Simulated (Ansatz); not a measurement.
# InH2O−: single points off equilibrium

A test off equilibrium: a structure displaced at random from a GFN2-xTB minimum is computed at several levels, and each is set against CCSD(T).

Computed with Ansatz 0.2.0, Gaussian basis. Level: single points in def2-TZVPPD.

Cores are frozen in the correlated methods. Filled d shells of the heavier atoms are correlated. Core potentials replace the inner electrons past krypton, and spin-orbit coupling is left out.

## Step 1: Where the work starts

SMILES `[O-][InH2]`, 4 atoms, charge -1, spin multiplicity 1.

Atoms are counted from 1 here; the program's logs count them from 0.

Bond lengths: O1–In2 1.852 Å, In2–H3 1.755 Å, In2–H4 1.829 Å. Angles: O1–In2–H3 127.3°, O1–In2–H4 129.4°, H3–In2–H4 103.2°.

Coordinates:

```xyz
4
charge -1, multiplicity 1
O    -1.9056   -0.4322   -0.1315
In   -0.1012   -0.0270   -0.0321
H     1.1659   -0.9869    0.7109
H     0.7884    1.4615   -0.6143
```

## Step 2: CCSD(T)/def2-TZVPPD

run/in.yaml reads:

```yaml
crystal:
  periodic: [false, false, false]
  atoms:
    - {symbol: O, position_ang: [-1.905600, -0.432200, -0.131500]}
    - {symbol: In, position_ang: [-0.101200, -0.027000, -0.032100]}
    - {symbol: H, position_ang: [1.165900, -0.986900, 0.710900]}
    - {symbol: H, position_ang: [0.788400, 1.461500, -0.614300]}
basis:
  gaussian: {orbitals: "def2-TZVPPD.json"}
total_charge: -1
correlation: {method: ccsd_t}
output: {forces: true}
```

The basis file named in the input lies beside it (Basis Set Exchange, JSON).

No record of the launch command was kept for these runs.

## Step 3: PBE0-D4/def2-TZVPPD

Edit run/in.yaml of step 2 so:

```diff
@@ -10,3 +10,3 @@
 total_charge: -1
-correlation: {method: ccsd_t}
-output: {forces: true}
+hamiltonian: {xc: pbe0, dispersion: d4}
+output: {forces: true, orbitals: {seedname: orbitals}}
```

## Step 4: wB97M-V/def2-TZVPPD

Edit run/in.yaml of step 3 so:

```diff
@@ -10,3 +10,3 @@
 total_charge: -1
-hamiltonian: {xc: pbe0, dispersion: d4}
-output: {forces: true, orbitals: {seedname: orbitals}}
+hamiltonian: {xc: {name: wB97M-V}}
+output: {forces: true}
```

## Step 5: r2SCAN-D4/def2-TZVPPD

Edit run/in.yaml of step 4 so:

```diff
@@ -10,3 +10,3 @@
 total_charge: -1
-hamiltonian: {xc: {name: wB97M-V}}
+hamiltonian: {xc: r2scan, dispersion: d4}
 output: {forces: true}
```

## Step 6: PBE-D4/def2-TZVPPD

Edit run/in.yaml of step 5 so:

```diff
@@ -10,3 +10,3 @@
 total_charge: -1
-hamiltonian: {xc: r2scan, dispersion: d4}
+hamiltonian: {xc: pbe, dispersion: d4}
 output: {forces: true}
```

## Step 7: revPBE-D4/def2-TZVPPD

Edit run/in.yaml of step 6 so:

```diff
@@ -10,3 +10,3 @@
 total_charge: -1
-hamiltonian: {xc: pbe, dispersion: d4}
+hamiltonian: {xc: {name: revPBE}, dispersion: d4}
 output: {forces: true}
```

## Step 8: SPW92/def2-TZVPPD

Edit run/in.yaml of step 7 so:

```diff
@@ -10,3 +10,3 @@
 total_charge: -1
-hamiltonian: {xc: {name: revPBE}, dispersion: d4}
+hamiltonian: {xc: lda}
 output: {forces: true}
```

(Steps that only read results are left out.)

Q: Predict the outcome of this session. Wanted: RMS force component; RMS force error; HOMO and LUMO, PBE0-D4; T1 diagnostic.

The runs gave:

| quantity | value |
| --- | --- |
| RMS force component | 0.596 to 0.908 eV/Å over the methods |
| RMS force error | PBE0-D4 0.227, wB97M-V 0.196, r2SCAN-D4 0.147, PBE-D4 0.106, revPBE-D4 0.143, SPW92 0.268 eV/Å |
| HOMO and LUMO, PBE0-D4 | -0.81 and 3.39 eV |
| T1 diagnostic | 0.027 |

In words: The forces of PBE-D4 come nearest to CCSD(T), those of SPW92 are farthest. Frozen-core CCSD(T) forces in triple zeta carry basis errors of their own, and this is one geometry, so small gaps rank nothing. The T1 diagnostic is large here, over the usual mark for main-group molecules (transition-metal compounds often pass it harmlessly), so CCSD(T) itself may be off.
